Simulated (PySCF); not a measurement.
# The bond of MoH+, level by level

One job finds the state of MoH+, follows it along the bond with each method and fits the curves.

The runs use PySCF 2.14.0; Mo def2-TZVPPD with ECP28, H def2-TZVPPD, scalar-relativistic core potentials.

## Step 1: Input

A driver script around PySCF takes these settings:

```yaml
atoms: Mo, H
charge: 1
basis: Mo def2-TZVPPD with ECP28, H def2-TZVPPD
Hamiltonian: scalar-relativistic core potentials
basis_functions: 73
electrons_treated: 14
masses_in_u: 97.9054, 1.0078
levels: PBE0, PBE, r²SCAN, TPSSh, B97-3, BLYP, r²SCANh, BHandHLYP, ωB97M-V, HF, MP2, SCS-MP2, CCSD, CCSD(T)
grid: 80 radial by 434 angular points
occupations: held fixed by the projection of orbital angular momentum
dissociation_limit: Mo+ + H, each in its ground configuration
starting_distance_in_angstrom: 1.715
values_of_2S_to_try: 0, 2, 4, 6, 8
```

The run is started by

```sh
$ OMP_NUM_THREADS=1 python dia.py task.json out
```

The runs that follow: First curve: PBE0; Higher solutions at PBE0; PBE; r²SCAN; TPSSh; B97-3 (global hybrid GGA); BLYP (GGA); r²SCANh; BHandHLYP (global hybrid GGA); ωB97M-V; ROHF; Adding correlation.

**Question.** What will these runs give? Wanted: for each run, Re; ωe; De; μ.

**Answer**, as computed:

Lowest PBE0 solution found, without spin–orbit coupling: ⁵Σ⁺ (quintet), unpaired electrons π ↑↑, δ ↑↑. State 2 has its PBE0 minimum 1.01 eV higher. State 3 has its PBE0 minimum 1.06 eV higher. State 4 has its PBE0 minimum 1.31 eV higher, as a spin-mixed determinant (⟨S²⟩ = 3.02), so this is no gap between pure states. The other levels ran on the lowest alone.

| level | Re (Å) | ωe (cm⁻¹) | De (eV) | μ (D) |
| --- | --- | --- | --- | --- |
| ROHF | 1.689 | 1964 | 0.425 | -2.94 |
| ROHF-MP2 | 1.637 | 2100 | 1.56 | n/a |
| ROHF-SCS-MP2 | 1.648 | 2066 | 1.83 | n/a |
| ROHF-CCSD | 1.668 | 1965 | 1.79 | n/a |
| ROHF-CCSD(T) | 1.670 | 1946 | 1.88 | n/a |
| PBE | 1.673 | 1921 | 2.15 | -1.63 |
| BLYP | 1.683 | 1901 | 2.34 | -1.66 |
| r²SCAN | 1.671 | 1939 | 2.03 | -1.85 |
| TPSSh | 1.675 | 1949 | 2.22 | -1.91 |
| r²SCANh | 1.669 | 1944 | 1.96 | -1.91 |
| PBE0 | 1.666 | 1952 | 1.90 | -1.86 |
| B97-3 | 1.671 | 1927 | 2.11 | -1.90 |
| BHandHLYP | 1.670 | 1960 | 1.90 | -2.15 |
| ωB97M-V | 1.665 | 1969 | 1.95 | -2.05 |

De is counted to Mo+ + H in their ground configurations. A positive dipole points from Mo to H; in an ion it is taken about the centre of mass and does not tell which atom is negative.

**Reading.** Bond lengths run from 1.637 Å (ROHF-MP2) to 1.689 Å (ROHF). Of the levels with a De here, ROHF gives the least (0.425 eV) and BLYP the most (2.34 eV).

With d or f electrons several states lie close, and the lowest PBE0 determinant need not be the measured ground state. T1 is 0.032 near the minimum (highest on the curve 0.051), which may point to more than one leading configuration. Spin–orbit coupling is left out.
